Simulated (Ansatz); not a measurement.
# CH5Ge (SMILES [CH2][GeH3]): levels of theory compared

Aim: a comparison of 6 runs (UHF/3-21G, UB3LYP/3-21G, UB2PLYP/6-31G, UPBE/6-31G, UB3LYP/6-31G*, UPBE0/def2-SVP) of CH5Ge. 

The results are computed with Ansatz 0.2.0.

4 further runs of the same task are left out: 1 that didn't finish, 3 set aside as unsound or not needed.

## 1. The structure to begin with

The species is CH5Ge (7 atoms), meant as a doublet with charge 0. SMILES: `[CH2][GeH3]`. The shape is that of a PBE0-D4/def2-TZVP optimisation.

Bond lengths: C1–Ge2 1.919 Å, C1–H3 1.084 Å, C1–H4 1.084 Å, Ge2–H5 1.538 Å, Ge2–H6 1.543 Å, Ge2–H7 1.537 Å. Angles: C1–Ge2–H5 110.1°, C1–Ge2–H6 110.8°, C1–Ge2–H7 110.0°, Ge2–C1–H3 122.0°, Ge2–C1–H4 122.0°, H5–Ge2–H6 108.0°, H5–Ge2–H7 109.6°, H6–Ge2–H7 108.2°, H3–C1–H4 116.0°.

## 2. Energy and gradient at UHF/3-21G (run 1)

Input file molecule.yaml:

```yaml
crystal:
  periodic: [false, false, false]
  atoms:
    - {symbol: C, position_ang: [-0.235900, -1.139500, 0.109200]}
    - {symbol: Ge, position_ang: [0.174700, 0.724600, -0.092900]}
    - {symbol: H, position_ang: [-1.173800, -1.561300, -0.234100]}
    - {symbol: H, position_ang: [0.439600, -1.826300, 0.606600]}
    - {symbol: H, position_ang: [-0.432200, 1.260700, -1.400600]}
    - {symbol: H, position_ang: [-0.409600, 1.545200, 1.075500]}
    - {symbol: H, position_ang: [1.698500, 0.928700, -0.109300]}
basis:
  gaussian: {orbitals: 3-21G-spherical.json}
total_charge: 0
magnetization: {spin_polarized: true, initial_magnetization: 1}
hamiltonian: {xc: hf}
accuracy: high
output: {forces: true, orbitals: {seedname: orbitals}}
```

The basis set 3-21G is read from a file made from the Basis Set Exchange's data (not shown).

On the command line:

```
$ ansatz run molecule.yaml --threads 1 --pin off --max-ram 2610MiB --events-out events.jsonl --progress --plain --runs-dir runs
```

The program printed:

```text
Warning: RAYON_NUM_THREADS=1 ignored (pool sized by the plan → 1); use --threads N
Functional definition: HF
  name "HF"
  exchange = exact_x
  correlation = 0
777 factors; integrals over basis functions are off by at most 4.3e-9 eV
mean field evaluation 1: about -57301.5724 eV, gradient 1.0e1 eV
mean field evaluation 2: about -57301.7171 eV, gradient 1.0e1 eV
mean field evaluation 4: about -57302.6244 eV, gradient 1.3e0 eV
mean field evaluation 8: about -57302.6453 eV, gradient 4.4e-2 eV
mean field evaluation 16: about -57302.6454 eV, gradient 2.0e-8 eV
mean field -57302.64539686 eV, -2105.8333772067 hartree, gradient 6.3e-8 eV, S^2 0.763434; 0 other end points of the search recorded, 0 dependent functions left out
the calculation of the forces begins
reference -57302.64539686 eV, -2105.8333772067 hartree; 22, 21 occupied and 19, 20 virtual orbitals, 777 factors
Total energy: -57302.64539686 eV, -2105.8333772067 hartree
Atom 0 at    -0.235900    -1.139500     0.109200 Å, force    -0.119281    -0.612051     0.056672 eV/Å
Atom 1 at     0.174700     0.724600    -0.092900 Å, force     0.021862     0.388411     0.035463 eV/Å
Atom 2 at    -1.173800    -1.561300    -0.234100 Å, force     0.286141     0.066547     0.116142 eV/Å
Atom 3 at     0.439600    -1.826300     0.606600 Å, force    -0.233186     0.152352    -0.154010 eV/Å
Atom 4 at    -0.432200     1.260700    -1.400600 Å, force     0.000513    -0.003625    -0.048770 eV/Å
Atom 5 at    -0.409600     1.545200     1.075500 Å, force    -0.000829     0.021365     0.014484 eV/Å
Atom 6 at     1.698500     0.928700    -0.109300 Å, force     0.044781    -0.013000    -0.019982 eV/Å
Dipole moment:    -0.025277    -0.115343     0.014758 e Å
```

Wall time 0.8 s (1 thread of Arm Neoverse V1, shared host); peak memory 0.25 GiB.

## 3. Energy and gradient at UB3LYP/3-21G (run 2)

Input file job.yaml:

```yaml
basis:
  gaussian:
    orbitals: 3-21G-spherical.json
crystal:
  periodic: [false, false, false]
  atoms:
    - {symbol: C, position_ang: [-0.235900, -1.139500, 0.109200]}
    - {symbol: Ge, position_ang: [0.174700, 0.724600, -0.092900]}
    - {symbol: H, position_ang: [-1.173800, -1.561300, -0.234100]}
    - {symbol: H, position_ang: [0.439600, -1.826300, 0.606600]}
    - {symbol: H, position_ang: [-0.432200, 1.260700, -1.400600]}
    - {symbol: H, position_ang: [-0.409600, 1.545200, 1.075500]}
    - {symbol: H, position_ang: [1.698500, 0.928700, -0.109300]}
magnetization:
  spin_polarized: true
  initial_magnetization: 1
hamiltonian:
  xc: {name: B3LYP}
accuracy: high
output:
  forces: true
  orbitals: {seedname: orbitals}
```

The basis set 3-21G is read from a file made from the Basis Set Exchange's data (not shown).

On the command line:

```
$ ansatz run job.yaml --threads 1 --pin off --max-ram 2610MiB --events-out events.jsonl --progress --plain --runs-dir runs
```

The program printed (excerpt; [...] marks lines left out):

```text
Warning: RAYON_NUM_THREADS=1 ignored (pool sized by the plan → 1); use --threads N
Functional definition: B3LYP
  name "B3LYP"
[...]
777 factors; integrals over basis functions are off by at most 4.3e-9 eV
[...]
mean field -57356.31450067 eV, -2107.8056803932 hartree, gradient 2.0e-8 eV, S^2 0.753934; 0 other end points of the search recorded, 0 dependent functions left out
[...]
reference -57356.31453559 eV, -2107.8056816766 hartree; 22, 21 occupied and 19, 20 virtual orbitals, 777 factors
Total energy: -57356.31453559 eV, -2107.8056816766 hartree
Atom 0 at    -0.235900    -1.139500     0.109200 Å, force     0.037298     0.044895    -0.034003 eV/Å
Atom 1 at     0.174700     0.724600    -0.092900 Å, force    -0.040702    -0.057146     0.040592 eV/Å
Atom 2 at    -1.173800    -1.561300    -0.234100 Å, force    -0.043521    -0.042150    -0.013399 eV/Å
Atom 3 at     0.439600    -1.826300     0.606600 Å, force     0.021317    -0.052175     0.020861 eV/Å
Atom 4 at    -0.432200     1.260700    -1.400600 Å, force    -0.047060     0.022642    -0.097718 eV/Å
Atom 5 at    -0.409600     1.545200     1.075500 Å, force    -0.036407     0.092976     0.084694 eV/Å
Atom 6 at     1.698500     0.928700    -0.109300 Å, force     0.109074    -0.009043    -0.001028 eV/Å
Dipole moment:    -0.026475    -0.103465     0.018190 e Å
```

Run time: 5.1 s. Hardware: 1 thread of Arm Neoverse V1, shared host; peak memory 0.25 GiB.

## 4. Energy and forces at UB2PLYP/6-31G (run 3)

Input file input.yaml:

```yaml
crystal:
  periodic: [false, false, false]
  atoms:
    - {symbol: C, position_ang: [-0.235900, -1.139500, 0.109200]}
    - {symbol: Ge, position_ang: [0.174700, 0.724600, -0.092900]}
    - {symbol: H, position_ang: [-1.173800, -1.561300, -0.234100]}
    - {symbol: H, position_ang: [0.439600, -1.826300, 0.606600]}
    - {symbol: H, position_ang: [-0.432200, 1.260700, -1.400600]}
    - {symbol: H, position_ang: [-0.409600, 1.545200, 1.075500]}
    - {symbol: H, position_ang: [1.698500, 0.928700, -0.109300]}
basis:
  gaussian:
    orbitals: 6-31G-spherical.json
magnetization:
  spin_polarized: true
  initial_magnetization: 1
hamiltonian:
  xc: {name: B2PLYP}
correlation:
  frozen_orbitals: {C: 1, Ge: 9, H: 0}
accuracy: high
output: {forces: true, orbitals: {seedname: orbitals}}
```

The basis set 6-31G is read from a file made from the Basis Set Exchange's data (not shown).

On the command line:

```
$ ansatz run input.yaml --threads 1 --pin off --max-ram 2610MiB --events-out events.jsonl --progress --plain --runs-dir runs
```

The program printed (excerpt; [...] marks lines left out):

```text
Warning: RAYON_NUM_THREADS=1 ignored (pool sized by the plan → 1); use --threads N
Functional definition: B2PLYP
  name "B2PLYP"
[...]
1013 factors; integrals over basis functions are off by at most 4.4e-9 eV
[...]
mean field -57609.74379860 eV, -2117.1190353118 hartree, gradient 7.6e-8 eV, S^2 0.756673; 0 other end points of the search recorded, 0 dependent functions left out
10 core orbitals not correlated: weight in the atoms' cores, before any rotation towards them, 1.000 or more for the frozen orbitals, at most 0.000 for the correlated occupied ones
reference -57609.74382180 eV, -2117.1190361642 hartree; 12, 11 occupied and 24, 25 virtual orbitals, 1013 factors
second order -9.17102374 eV of doubles, -0.00000000 eV of singles
[...]
Total energy: -57612.21999821 eV, -2117.2100339689 hartree
Atom 0 at    -0.235900    -1.139500     0.109200 Å, force    -0.025964    -0.187401     0.006150 eV/Å
Atom 1 at     0.174700     0.724600    -0.092900 Å, force     0.005611     0.107613     0.010530 eV/Å
Atom 2 at    -1.173800    -1.561300    -0.234100 Å, force    -0.048015    -0.002369    -0.025484 eV/Å
Atom 3 at     0.439600    -1.826300     0.606600 Å, force     0.043812    -0.016211     0.022704 eV/Å
Atom 4 at    -0.432200     1.260700    -1.400600 Å, force    -0.024496     0.025271    -0.057674 eV/Å
Atom 5 at    -0.409600     1.545200     1.075500 Å, force    -0.017171     0.066034     0.045775 eV/Å
Atom 6 at     1.698500     0.928700    -0.109300 Å, force     0.066223     0.007063    -0.002000 eV/Å
Dipole moment:    -0.027161    -0.112747     0.017438 e Å
```

Run time: 17 s. Hardware: 1 thread of Arm Neoverse V1, shared host; peak memory 0.25 GiB.

Runs 4 to 5 aren't shown in full; the table further down has their settings and results.

## 5. Energy and gradient at UPBE0/def2-SVP (run 6)

Input file in.yaml:

```yaml
crystal:
  periodic: [false, false, false]
  atoms:
    - {symbol: C, position_ang: [-0.235900, -1.139500, 0.109200]}
    - {symbol: Ge, position_ang: [0.174700, 0.724600, -0.092900]}
    - {symbol: H, position_ang: [-1.173800, -1.561300, -0.234100]}
    - {symbol: H, position_ang: [0.439600, -1.826300, 0.606600]}
    - {symbol: H, position_ang: [-0.432200, 1.260700, -1.400600]}
    - {symbol: H, position_ang: [-0.409600, 1.545200, 1.075500]}
    - {symbol: H, position_ang: [1.698500, 0.928700, -0.109300]}
basis:
  gaussian:
    orbitals: def2-SVP
magnetization:
  spin_polarized: true
  initial_magnetization: 1
hamiltonian:
  xc: pbe0
accuracy: high
output: {forces: true, orbitals: {seedname: orbitals}}
```

On the command line:

```
$ ansatz run in.yaml --threads 1 --pin off --max-ram 2610MiB --events-out events.jsonl --progress --plain --runs-dir runs
```

The program printed (excerpt; [...] marks lines left out):

```text
Warning: RAYON_NUM_THREADS=1 ignored (pool sized by the plan → 1); use --threads N
Functional definition: PBE0
  name "PBE0"
[...]
1534 factors; integrals over basis functions are off by at most 4.7e-9 eV
[...]
mean field -57618.23437768 eV, -2117.4310583379 hartree, gradient 5.2e-8 eV, S^2 0.754863; 0 other end points of the search recorded, 0 dependent functions left out
[...]
reference -57618.23437994 eV, -2117.4310584207 hartree; 22, 21 occupied and 49, 50 virtual orbitals, 1534 factors
Total energy: -57618.23437994 eV, -2117.4310584207 hartree
Atom 0 at    -0.235900    -1.139500     0.109200 Å, force     0.086507     0.332832    -0.052939 eV/Å
Atom 1 at     0.174700     0.724600    -0.092900 Å, force    -0.003724    -0.012919     0.002825 eV/Å
Atom 2 at    -1.173800    -1.561300    -0.234100 Å, force    -0.327963    -0.141598    -0.119662 eV/Å
Atom 3 at     0.439600    -1.826300     0.606600 Å, force     0.234898    -0.233209     0.173959 eV/Å
Atom 4 at    -0.432200     1.260700    -1.400600 Å, force    -0.015073     0.017560    -0.032946 eV/Å
Atom 5 at    -0.409600     1.545200     1.075500 Å, force    -0.013257     0.028740     0.029086 eV/Å
Atom 6 at     1.698500     0.928700    -0.109300 Å, force     0.038613     0.008595    -0.000323 eV/Å
Dipole moment:    -0.025432    -0.106903     0.015821 e Å
```

It took 11 s on 1 thread of Arm Neoverse V1, shared host; peak memory 0.29 GiB.

## 6. Overview of the runs

| run | level | frozen core orbitals | Cartesian functions | energy (Eh) | dipole moment (D) | HOMO energy (eV) | LUMO energy (eV) | wall time |
| --- | --- | --- | --- | --- | --- | --- | --- | --- |
| 1 | UHF/3-21G | – | no | -2105.833377 | 0.57 | -10.33 | 2.87 | 0.8 s |
| 2 | UB3LYP/3-21G | – | no | -2107.805682 | 0.52 | -6.23 | -2.04 | 5.1 s |
| 3 | UB2PLYP/6-31G | 10 | no | -2117.210034 | 0.56 | -7.93 | -0.10 | 17 s |
| 4 | UPBE/6-31G | – | no | -2117.277313 | 0.57 | -5.20 | -2.96 | 6 s |
| 5 | UB3LYP/6-31G* (Cartesian functions) | – | yes | -2117.802669 | 0.60 | -6.27 | -2.06 | 9.3 s |
| 6 | UPBE0/def2-SVP | – | no | -2117.431058 | 0.53 | -6.83 | -1.90 | 11 s |

## 7. What came out

| quantity | value |
| --- | --- |
| run 6: total energy | -2117.43106 Eh |
| run 6: dipole moment | 0.53 D |
| run 6: HOMO energy (highest over α and β) | -6.83 eV |
| run 6: LUMO energy (lowest over α and β) | -1.90 eV |
| run 6: ⟨S²⟩ | 0.755 |
| run 6: largest force on an atom | 0.377 eV/Å |

**Reading.** The dipole moment (its size) runs from 0.52 D (UB3LYP/3-21G) to 0.60 D (UB3LYP/6-31G*). Totals of different functionals can't be ranked against each other. All runs together took 49 s, the longest 17 s.
